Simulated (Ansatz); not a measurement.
A nudged elastic band was laid between two geometries of a periodic cell of 35 atoms, Si₁₂O₂₃ (host SiO2, host structure P3_121, one O atom removed).

Level of theory: DFT PBE, scalar-relativistic, plane waves, PAW (Ansatz). Settings: PAW set soft_1, cutoff 420 eV, k mesh 2x2x2, gaussian smearing 0.02 eV, no spin polarisation.

```yaml
movable_images: 5
climbing_image: yes
spring: 5.0 eV/Å²
optimiser: quadratic models (default)
start_path: IDPP
force_threshold: 0.05 eV/Å
iteration_limit: 74
end_points: relaxed
```

Image 0:

```xyz
35
Lattice="-2.4570 4.2556 5.4060 4.9140 0.0000 5.4060 4.9140 8.5113 0.0000" Properties=species:S:1:pos:R:3
Si -0.081 4.242 7.147
Si 3.767 10.515 3.589
Si 1.538 2.262 -0.181
O 1.523 1.170 1.045
O 0.836 4.800 8.372
O 2.829 2.394 4.800
O 5.221 10.231 4.255
O 3.955 2.999 7.719
O 5.959 3.650 5.975
Si 2.294 8.506 7.243
Si 1.039 6.274 3.762
Si 3.752 6.552 -0.013
O 3.846 5.359 1.086
O 3.146 9.141 8.465
O 5.120 6.889 4.658
O 2.511 6.112 4.447
O 6.083 7.431 8.004
O 8.078 7.854 6.160
Si 4.912 4.183 7.126
Si 3.803 1.958 3.580
Si 3.736 6.528 5.425
O 3.939 5.295 6.457
O 0.788 4.848 2.983
O 2.863 6.054 9.536
O 3.760 3.090 2.404
O 3.358 7.897 6.195
Si 7.120 8.484 7.318
Si 6.174 6.314 3.569
Si 1.340 2.210 5.410
O 6.227 9.648 6.628
O 3.166 9.095 3.075
O 2.740 11.140 4.707
O 5.178 10.330 9.635
O 6.280 7.361 2.324
O 0.895 3.649 5.998
```

Image 6:

```xyz
35
Lattice="-2.4570 4.2556 5.4060 4.9140 0.0000 5.4060 4.9140 8.5113 0.0000" Properties=species:S:1:pos:R:3
Si -0.124 4.305 7.224
Si 3.750 10.500 3.586
Si 1.257 2.431 0.170
O 1.366 1.236 1.290
O 0.843 4.847 8.425
O 2.715 2.515 4.800
O 5.176 10.223 4.305
O 3.925 2.992 7.725
O 7.632 2.528 4.812
Si 2.315 8.472 7.233
Si 1.222 6.234 3.599
Si 3.775 6.560 -0.011
O 3.914 5.388 1.109
O 3.222 9.102 8.431
O 5.205 6.890 4.669
O 2.718 6.028 4.200
O 6.162 7.364 7.827
O 8.119 7.916 6.084
Si 4.983 4.044 7.035
Si 3.740 2.026 3.655
Si 3.796 6.444 5.340
O 4.051 5.135 6.263
O 0.814 4.819 2.882
O 2.735 6.172 9.764
O 3.740 3.131 2.456
O 3.290 7.733 6.177
Si 7.153 8.513 7.254
Si 6.224 6.276 3.569
Si 1.258 2.289 5.448
O 6.240 9.719 6.660
O 3.166 9.074 3.065
O 2.742 11.154 4.691
O 5.208 10.264 9.664
O 6.320 7.341 2.352
O 0.784 3.741 6.000
```

(1) Which bonds break or form, and what moves?

(2) Give the energies along the band, and the barrier.

(3) What is the geometry of the highest image?

The band took 22 iterations and about 60 core-minutes.

## Answers

(1) The atom that moves furthest is O9, by 2.33 Å; four of its nearest neighbours are Si19 1.64, Si3 1.65, O4 2.57, O22 2.65 Å at the first end and Si11 1.64, Si3 1.65, O24 2.56, O16 2.64 Å at the last.

(2) The run converged. The highest image is number 3 of 0 to 6, 4.90 eV above the first end and 4.80 eV above the last; the last end lies 0.10 eV above the first. Neighbouring images differ by up to 2.5 eV, so the band resolves the path poorly. By the program's own check the climbing image is of a kind that is not told: the force calls were inconclusive, a negative curvature could not be distinguished from the path's own, the only one lies far off the path, or fixed occupations may fill a level only in part (lowest curvatures found: -24.85 and 0.18 eV/Å²). Limits of this set-up: no spin, though dangling bonds at a vacancy may carry it, a small cell, in which the defect meets its images, a typed lattice constant that wasn't relaxed here.

```tsv
image	path coordinate (Å)	energy (eV)	Si3–Si11 (Å)	O9–Si19 (Å)	Si3–Si19 (Å)
0	0.00	0.00	2.46	1.64	3.11
1	0.61	0.18	2.47	1.68	3.03
2	1.22	2.44	2.49	2.26	3.05
3	1.83	4.90	2.77	2.85	2.85
4	2.40	2.42	3.02	3.26	2.54
5	2.97	0.31	3.06	3.68	2.51
6	3.54	0.10	3.16	3.78	2.48
```

(3) 
```xyz
35
Lattice="-2.4570 4.2556 5.4060 4.9140 0.0000 5.4060 4.9140 8.5113 0.0000" Properties=species:S:1:pos:R:3
Si -0.115 4.244 7.168
Si 3.729 10.489 3.614
Si 1.402 2.262 -0.086
O 1.433 1.164 1.095
O 0.839 4.856 8.331
O 2.760 2.377 4.834
O 5.190 10.179 4.255
O 3.886 2.964 7.732
O 7.151 3.567 5.325
Si 2.298 8.524 7.254
Si 1.123 6.169 3.642
Si 3.784 6.617 0.023
O 3.928 5.475 1.163
O 3.251 9.128 8.426
O 5.137 6.854 4.678
O 2.589 6.011 4.339
O 6.131 7.310 7.872
O 8.130 7.957 6.153
Si 4.932 4.042 7.055
Si 3.736 2.005 3.604
Si 3.739 6.457 5.396
O 3.981 5.183 6.378
O 0.867 4.725 2.882
O 2.781 6.075 9.614
O 3.726 3.198 2.511
O 3.258 7.778 6.189
Si 7.109 8.482 7.309
Si 6.208 6.301 3.591
Si 1.270 2.188 5.431
O 6.169 9.640 6.661
O 3.074 9.080 3.137
O 2.775 11.186 4.743
O 5.223 10.425 9.653
O 6.261 7.382 2.370
O 0.809 3.640 5.985
```

Run time: 21 min on 4 threads of Intel(R) Xeon(R) Platinum 8175M CPU @ 2.50GHz (Skylake/Cascade Lake), on a shared host, peak memory 3.5 GiB.
